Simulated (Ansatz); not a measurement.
# HfC+ (sextet): wave-function methods side by side, def2-SVP

An exercise on one series of results from a longer session: the logs are not shown, and one member is left open.

The runs use Ansatz 0.2.0, Gaussian basis; def2-SVP, core rule «outside noble gas», up to 5 orbitals frozen.

Plan: UHF; CCSD(T) on ROHF; CCSD(T) on UHF; CISD as a restricted active space (open shells left free, so some higher excitations enter); CCSDT(Q) on ROHF; CCSDT(Q) on UHF.

17 further runs of the same task are left out: 6 for a known fault of the program, 5 that didn't finish, 6 set aside as unsound or not needed. Runs told in other sessions of the task aren't counted.

**The geometry**

The geometry is a PBE0/def2-TZVP stationary point (not a proven minimum). No spin-orbit coupling is included. Elements past krypton take def2 core potentials.

2 atoms, charge 1, spin multiplicity 6.

Atoms are counted from 1 here; the program's logs count them from 0.

Bond lengths: Hf1–C2 2.077 Å.

Set-up of the first run:

in.yaml reads:

```yaml
crystal:
  periodic: [false, false, false]
  atoms:
    - {symbol: Hf, position_ang: [0.000000, 0.000000, 0.000000]}
    - {symbol: C, position_ang: [0.000000, 0.000000, 2.077400]}
basis:
  gaussian: {orbitals: def2-SVP}
total_charge: 1
magnetization: {spin_polarized: true, initial_magnetization: 5}
hamiltonian: {xc: hf}
output: {orbitals: {seedname: orbitals}}
```

On the command line:

```bash
ansatz run in.yaml --threads 1 --pin off --events-out ev --progress --plain --max-ram 2393MiB
```

Steps of the session up to this table: UHF; CCSD(T) on ROHF; CCSD(T) on UHF; CISD as a restricted active space (open shells left free, so some higher excitations enter); CCSDT(Q) on ROHF; CCSDT(Q) on UHF.

One of the session's tables, all rows but one given; the rest of the session is left out.

```
   method  from RCCSDT(Q) (meV)
     ROHF               +3037.7
      UHF               +2939.0
     RMP2                +674.7
     UMP2                +607.2
    RCCSD                +148.0
    UCCSD                 +81.8
 RCCSD(T)                 +29.9
 UCCSD(T)                 -35.1
   RCCSDT                     ?
   UCCSDT                 -61.3
RCCSDT(Q)                     0
UCCSDT(Q)                 -67.2
```

Q: Estimate the row for RCCSDT from the others.

**Answer.** from RCCSDT(Q) (meV): +3.8. In the column «from RCCSDT(Q) (meV)» it lies between RCCSDT(Q) (0) and RCCSD(T) (+29.9).

Not comparable, so not listed: CISD as a restricted active space (open shells left free, so some higher excitations enter) (they don't share determinant, frozen orbitals or solution with the rows shown, or repeat one).

To keep in mind: Restricted and unrestricted rows rest on different reference determinants; a gap between their highest levels can come from leftover correlation error, from unlike frozen cores or from another state.
